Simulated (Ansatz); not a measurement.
# AlH5O3Si: basis-set convergence

The task here is to estimate one member of a computed series from the others.

Program: Ansatz 0.2.0, Gaussian basis. Level of theory: one geometry, several basis sets. These are calculated values, not measurements.

Plan: PBE0-D4/def2-SVP; ωB97M-V/def2-SVP; PBE0-D4/def2-QZVPP; ωB97M-V/def2-QZVPP; the functionals' def2-TZVPP values are taken from earlier runs.

## The geometry

An earlier PBE0-D4 in a triple-zeta def2 set relaxation fixed the geometry.

SMILES `[OH][Al]([OH])[O][SiH3]`, 10 atoms, charge 0, spin multiplicity 1.

Atoms are counted from 1 here; the program's logs count them from 0.

Bond lengths: O1–Al2 1.684 Å, O1–H6 0.955 Å, Al2–O3 1.684 Å, Al2–O4 1.679 Å, O3–H7 0.955 Å, O4–Si5 1.621 Å, Si5–H8 1.488 Å, Si5–H9 1.487 Å, Si5–H10 1.488 Å. Angles: Al2–O1–H6 122.5°, O1–Al2–O3 116.6°, O1–Al2–O4 121.6°, O3–Al2–O4 121.7°, Al2–O3–H7 122.5°, Al2–O4–Si5 178.1°, O4–Si5–H8 110.3°, O4–Si5–H9 110.1°, O4–Si5–H10 110.3°, H8–Si5–H9 108.8°, H8–Si5–H10 108.6°, H9–Si5–H10 108.7°.

Set-up of the first run:

Input file in.yaml:

```yaml
crystal:
  periodic: [false, false, false]
  atoms:
    - {symbol: O, position_ang: [0.325758, 1.394363, -2.268100]}
    - {symbol: Al, position_ang: [0.865807, 0.534301, -0.924359]}
    - {symbol: O, position_ang: [2.533629, 0.376745, -0.748864]}
    - {symbol: O, position_ang: [-0.205876, -0.132309, 0.183278]}
    - {symbol: Si, position_ang: [-1.203821, -0.766102, 1.292587]}
    - {symbol: H, position_ang: [-0.601479, 1.536179, -2.447471]}
    - {symbol: H, position_ang: [2.931119, -0.091447, -0.017552]}
    - {symbol: H, position_ang: [-2.429113, 0.067850, 1.420065]}
    - {symbol: H, position_ang: [-1.601649, -2.142966, 0.894846]}
    - {symbol: H, position_ang: [-0.531373, -0.827712, 2.618470]}
basis:
  gaussian: {orbitals: def2-SVP}
hamiltonian: {xc: pbe0, dispersion: d4}
output: {orbitals: {seedname: orbitals}}
```

Launch:

```console
ansatz run in.yaml --threads 4 --pin off --events-out ev --progress --plain --max-ram 10444MiB
```

Among the steps run: PBE0-D4 in def2-SVP; ωB97M-V in def2-SVP; PBE0-D4 in def2-QZVPP; ωB97M-V in def2-QZVPP.

One of the session's tables, all rows but one given; the rest of the session is left out.

| functional | basis | HOMO (eV) |
| --- | --- | --- |
| PBE0-D4 | def2-SVP | -8.58 |
| PBE0-D4 | def2-TZVPP | -8.73 |
| PBE0-D4 | def2-QZVPP | -8.76 |
| ωB97M-V | def2-SVP | -10.87 |
| ωB97M-V | def2-TZVPP | ? |
| ωB97M-V | def2-QZVPP | -11.09 |

Estimate the missing values for ωB97M-V, def2-TZVPP.

**Answer.** HOMO (eV): -11.06. In the column «HOMO (eV)» it lies between ωB97M-V, def2-QZVPP (-11.09) and ωB97M-V, def2-SVP (-10.87).
